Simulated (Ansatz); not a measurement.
Runs of Ansatz 0.2.0 on Cr2O3 (Eskolaite). Symmetry: R-3c, No. 167, trigonal system. The conventional cell has a = 4.957 Å, b = 4.957 Å, c = 13.592 Å, α = 90.00°, β = 90.00°, γ = 120.00°. Cr (site symmetry 3) is surrounded by 6 O at 1.96 to 2.01 Å. Around O (site symmetry 2) lie 4 Cr at 1.96 to 2.01 Å. 

```csv
U,gap on the mesh (eV),pressure (GPa),moment (μB),relaxed volume (Å³/atom)
Cr d U = 8 eV,2.79,0.0,12.00,10.06
Cr d U = 5 eV,2.65,0.0,12.00,(a)
Cr d U = 4 eV,2.46,0.0,12.00,9.81
Cr d U = 6 eV,(b),0.0,12.00,(c)
```

Alike in all rows: task relaxation of cell and atoms; level PBEsol+U; potentials or basis Ansatz PAW; spin collinear, ferromagnetic start; cell relaxed; k mesh 7 × 7 × 7; cutoff (eV) 420; smearing fermi-dirac 0.05 eV.

Problem. Fill in the values left out.

Solution. (a) 9.87; (b) 2.75; (c) 9.93.

Caveats: the magnetic or orbital state may not be the lowest; odd divisions of the mesh miss points on the zone boundary, where band edges often lie, so the gap on the mesh can be too wide; the plane-wave basis is chosen anew once the cell has moved, so the energies of steps on either side of that aren't comparable; only a ferromagnetic start was run, and an antiferromagnetic order may lie lower in energy; the PAW data sets come from PBE, with cores solved anew for the run's functional, which leaves a small shift of forces and pressure.

A k mesh can miss the band edges.
